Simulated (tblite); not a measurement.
# H11NOSi4: the cost of one run

Computed with tblite 0.8.0 and PySCF 2.14.0; each step states its level. No surroundings beyond the atoms listed, unless a continuum is named. Atoms count from 0, parts from 1.

## 1. Starting point

17 atoms, charge 0, multiplicity 1; geometry: distance geometry start.

## 2. Relaxing the cluster with GFN2-xTB

Job settings and geometry (Å):

```
{"job": {"kind": "relax", "xc": "GFN2-xTB", "basis": "xTB"}, "charge": 0, "multiplicity": 1}
Si     0.572392    -0.096495    -0.621901
Si     1.705786    -1.155697     0.974275
Si     0.350179     1.991955     0.010828
N     -1.054464    -0.797629    -0.919589
Si    -2.270305    -0.278636     0.247343
O      1.486834    -0.287279    -2.068530
H      0.851077    -1.586730     2.091861
H      2.727538    -0.240781     1.463570
H      2.402636    -2.383778     0.438455
H      1.250802     2.892934    -0.638034
H     -1.061456     2.410436    -0.193961
H      0.589881     2.016795     1.493698
H     -1.334057    -0.839860    -1.879905
H     -3.158305     0.786777    -0.241809
H     -3.021626    -1.483845     0.671540
H     -1.549037     0.307653     1.432491
H      1.500014    -1.250793    -2.232300
```

Method: GFN2-xTB geometry optimisation, gas phase.

Started as:

```console
OMP_NUM_THREADS=1 python cluster_run.py task.json out
```

This one command runs all jobs of the session in turn.

Q: Estimate the wall time of this first job on 1 thread of Intel Xeon 6975P-C, shared host.

About 4.4 s.
